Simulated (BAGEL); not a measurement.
**C2H7Ga (SMILES [CH3][GaH][CH3]): HF/6-31G(d) (density fitting with cc-pvqz-jkfit, spherical functions)**

Aim: the energy change on altering one bond length of C2H7Ga at HF/6-31G* (density fitting with cc-pvqz-jkfit, spherical functions), from 2 runs. 

Program for the calculation: BAGEL 1.2.2.

7 further runs of the same task are left out: 4 that didn't finish, 3 set aside as unsound or not needed.

### Step 1. The structure to begin with

C2H7Ga has 10 atoms, charge 0, and is taken as a singlet. As SMILES, `[CH3][GaH][CH3]`. The shape is that of a PBE0-D4/def2-TZVP optimisation.

Bond lengths: C1–Ga2 1.971 Å, Ga2–C3 1.971 Å, C1–H4 1.096 Å, C1–H5 1.091 Å, C1–H6 1.092 Å, Ga2–H7 1.579 Å, C3–H8 1.096 Å, C3–H9 1.091 Å, C3–H10 1.092 Å. Some angles: C1–Ga2–C3 120.1°, C1–Ga2–H7 120.0°, C3–Ga2–H7 119.9°, Ga2–C1–H4 109.0°, Ga2–C1–H5 112.5°, Ga2–C1–H6 111.5°, Ga2–C3–H8 109.0°, Ga2–C3–H9 112.5°, Ga2–C3–H10 111.5°, H4–C1–H5 107.5°.

### Step 2. A single-point energy at HF/6-31G(d) (density fitting with cc-pvqz-jkfit, spherical functions)

Input file calc.json:

```json
{ "bagel" : [

{
  "title" : "molecule",
  "basis" : "6-31gs.json",
  "df_basis" : "cc-pvqz-jkfit",
  "angstrom" : true,
  "geometry" : [
    { "atom" : "C", "xyz" : [   -1.063400,    1.142800,   -0.711800 ] },
    { "atom" : "Ga", "xyz" : [    0.649000,    0.266100,   -0.281300 ] },
    { "atom" : "C", "xyz" : [    0.681500,   -1.321500,    0.886900 ] },
    { "atom" : "H", "xyz" : [   -1.533700,    0.614200,   -1.548200 ] },
    { "atom" : "H", "xyz" : [   -0.935400,    2.183800,   -1.011500 ] },
    { "atom" : "H", "xyz" : [   -1.759700,    1.095200,    0.128600 ] },
    { "atom" : "H", "xyz" : [    1.997300,    0.836500,   -0.872600 ] },
    { "atom" : "H", "xyz" : [    0.687700,   -0.994000,    1.932300 ] },
    { "atom" : "H", "xyz" : [    1.569300,   -1.935900,    0.730500 ] },
    { "atom" : "H", "xyz" : [   -0.209600,   -1.938300,    0.750100 ] }
  ]
},
{
  "title" : "hf"
},
{
  "title" : "print",
  "file" : "orbitals.molden",
  "orbitals" : true
}

]}
```

The basis set 6-31G* is read from a file made from the Basis Set Exchange's data (not shown).

Launch:

```
$ BAGEL_NUM_THREADS=1 BAGEL calc.json > calc.out
```

Standard output:

```text
* using 1 threads per process

  ===============================================================
  ===============================================================

  *** Geometry ***

  { "atom" : "C", "xyz" : [     -2.009535,      2.159579,     -1.345107 ] },
  { "atom" : "Ga", "xyz" : [      1.226432,      0.502856,     -0.531580 ] },
  { "atom" : "C", "xyz" : [      1.287848,     -2.497273,      1.675998 ] },
  { "atom" : "H", "xyz" : [     -2.898273,      1.160670,     -2.925674 ] },
  { "atom" : "H", "xyz" : [     -1.767650,      4.126784,     -1.911458 ] },
  { "atom" : "H", "xyz" : [     -3.325351,      2.069628,      0.243019 ] },
  { "atom" : "H", "xyz" : [      3.774350,      1.580756,     -1.648975 ] },
  { "atom" : "H", "xyz" : [      1.299565,     -1.878388,      3.651518 ] },
  { "atom" : "H", "xyz" : [      2.965547,     -3.658321,      1.380445 ] },
  { "atom" : "H", "xyz" : [     -0.396087,     -3.662856,      1.417484 ] },

  Number of auxiliary basis functions:      787

  Since a DF basis is specified, we compute 2- and 3-index integrals:
    o Being stored without compression. Storage requirement is 0.034 GB

  Number of basis functions:       74
  Number of electrons      :       50

    * METHOD: MOLECULE                             1.07

  *** RHF ***

  === Nuclear Repulsion ===
   182.3231572599

      * DIIS with orbital gradients will be used.

  === RHF iteration (6-31gs.json) ===
      0      -2002.64361267          0.01539672           0.18
      1      -2002.73757562          0.00711065           0.17
      2      -2002.75721128          0.00158356           0.17
      3      -2002.75834365          0.00060883           0.17
      4      -2002.75847026          0.00007154           0.12
      5      -2002.75847487          0.00001741           0.12
      6      -2002.75847519          0.00000422           0.12
      7      -2002.75847521          0.00000113           0.13
      8      -2002.75847521          0.00000023           0.15
      9      -2002.75847521          0.00000011           0.16
     10      -2002.75847521          0.00000004           0.15
     11      -2002.75847521          0.00000001           0.14
     12      -2002.75847521          0.00000000           0.13
    * SCF iteration converged.

    * Permanent dipole moment:
           (    0.176429,     0.074606,    -0.077337) a.u.

    * METHOD: HF                                   2.31

    * METHOD: PRINT                                0.01

  ===============================================================
```

It took 3.9 s on 1 thread of Intel Xeon Platinum 8488C (Sapphire Rapids), shared host; peak memory 0.16 GiB.

### Step 3. The distorted shape, same level

Input file input.json:

```json
{ "bagel" : [

{
  "title" : "molecule",
  "basis" : "6-31gs.json",
  "df_basis" : "cc-pvqz-jkfit",
  "angstrom" : true,
  "geometry" : [
    { "atom" : "C", "xyz" : [   -0.828242,    1.407109,   -0.293585 ] },
    { "atom" : "Ga", "xyz" : [    0.884158,    0.530409,    0.136915 ] },
    { "atom" : "C", "xyz" : [    0.916658,   -1.057191,    1.305115 ] },
    { "atom" : "H", "xyz" : [   -1.533700,    0.614200,   -1.548200 ] },
    { "atom" : "H", "xyz" : [   -0.700242,    2.448109,   -0.593285 ] },
    { "atom" : "H", "xyz" : [   -1.524542,    1.359509,    0.546815 ] },
    { "atom" : "H", "xyz" : [    2.232458,    1.100809,   -0.454385 ] },
    { "atom" : "H", "xyz" : [    0.922858,   -0.729691,    2.350515 ] },
    { "atom" : "H", "xyz" : [    1.804458,   -1.671591,    1.148715 ] },
    { "atom" : "H", "xyz" : [    0.025558,   -1.673991,    1.168315 ] }
  ]
},
{ "title" : "hf" },
{ "title" : "print", "file" : "orbitals.molden", "orbitals" : true }

]}
```

The basis set 6-31G* is read from a file made from the Basis Set Exchange's data (not shown).

Launch:

```
$ BAGEL_NUM_THREADS=1 BAGEL input.json > input.out
```

Standard output:

```text
* using 1 threads per process

  ===============================================================
  ===============================================================

  *** Geometry ***

  { "atom" : "C", "xyz" : [     -1.565151,      2.659051,     -0.554795 ] },
  { "atom" : "Ga", "xyz" : [      1.670816,      1.002328,      0.258732 ] },
  { "atom" : "C", "xyz" : [      1.732233,     -1.997801,      2.466310 ] },
  { "atom" : "H", "xyz" : [     -2.898273,      1.160670,     -2.925674 ] },
  { "atom" : "H", "xyz" : [     -1.323266,      4.626256,     -1.121146 ] },
  { "atom" : "H", "xyz" : [     -2.880967,      2.569100,      1.033331 ] },
  { "atom" : "H", "xyz" : [      4.218734,      2.080228,     -0.858663 ] },
  { "atom" : "H", "xyz" : [      1.743949,     -1.378916,      4.441830 ] },
  { "atom" : "H", "xyz" : [      3.409931,     -3.158849,      2.170757 ] },
  { "atom" : "H", "xyz" : [      0.048298,     -3.163385,      2.207795 ] },

  Number of auxiliary basis functions:      787

  Since a DF basis is specified, we compute 2- and 3-index integrals:
    o Being stored without compression. Storage requirement is 0.034 GB

  Number of basis functions:       74
  Number of electrons      :       50

    * METHOD: MOLECULE                             1.32

  *** RHF ***

  === Nuclear Repulsion ===
   180.2610891645

      * DIIS with orbital gradients will be used.

  === RHF iteration (6-31gs.json) ===
      0      -2002.56550516          0.01499038           0.18
      1      -2002.65516952          0.00714443           0.17
      2      -2002.67561380          0.00163221           0.17
      3      -2002.67699819          0.00058032           0.17
      4      -2002.67712723          0.00009648           0.17
      5      -2002.67713649          0.00003085           0.18
      6      -2002.67713744          0.00001252           0.17
      7      -2002.67713759          0.00000376           0.17
      8      -2002.67713760          0.00000095           0.17
      9      -2002.67713760          0.00000044           0.16
     10      -2002.67713760          0.00000021           0.17
     11      -2002.67713760          0.00000006           0.17
     12      -2002.67713760          0.00000003           0.17
     13      -2002.67713760          0.00000001           0.17
     14      -2002.67713760          0.00000000           0.17
    * SCF iteration converged.

    * Permanent dipole moment:
           (    0.028017,    -0.069294,    -0.331443) a.u.

    * METHOD: HF                                   2.96

    * METHOD: PRINT                                0.02

  ===============================================================
```

Run time: 4.8 s. Hardware: 1 thread of Intel Xeon Platinum 8488C (Sapphire Rapids), shared host; peak memory 0.16 GiB.

### Step 4. Outcome

At HF/6-31G* (density fitting with cc-pvqz-jkfit, spherical functions):

```
                                                         quantity           value
                                        first shape: total energy  -2002.75848 Eh
                                       first shape: dipole moment          0.53 D
                                         first shape: HOMO energy       -10.47 eV
                                         first shape: LUMO energy         1.73 eV
                                       first shape: HOMO–LUMO gap        12.20 eV
                                    distorted shape: total energy  -2002.67714 Eh
                                   distorted shape: dipole moment          0.86 D
                                     distorted shape: HOMO energy       -10.50 eV
                                     distorted shape: LUMO energy         1.57 eV
                                   distorted shape: HOMO–LUMO gap        12.07 eV
energy change with the C1–H4 bond stretched from 1.096 to 1.643 Å        2.213 eV
```

With the C1–H4 bond stretched from 1.096 to 1.643 Å the energy rises by 2.21 eV (214 kJ/mol). The first shape isn't relaxed at this level, so the change isn't measured from a minimum.
